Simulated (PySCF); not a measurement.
# K2: the cost of one run

Computed with PySCF 2.14.0. Level: each script names its method and basis.

3 further runs of the same task are left out: 3 that didn't finish.

### Step 1. The starting structure

K2⁺: 2 atoms, charge 1, spin multiplicity 2.

Bond lengths: K1–K2 3.591 Å.

### Step 2. The base run

input.py

```python
from pyscf import gto, dft

mol = gto.M(
    atom='K 0 0 0; K 0 0 3.591',
    basis='x2c-svpall',
    charge=1,
    spin=1,
    symmetry=True,
    verbose=4,
)
mf = dft.UKS(mol, xc='r2scan')
mf = mf.sfx2c1e()
mf.kernel()
g = mf.nuc_grad_method()
g.grid_response = True
g.kernel()
mf.dip_moment()
print('orbital energies (hartree):', [e[max(0, n-3):n+3].round(4) for e, n in zip(mf.mo_energy, mol.nelec)])
```

Started as:

```bash
$ OMP_NUM_THREADS=1 python input.py
```

What time and memory should one allow on 1 thread of Intel Xeon 6975P-C, shared host?

About 5.5 s, with a peak of 0.29 GiB.
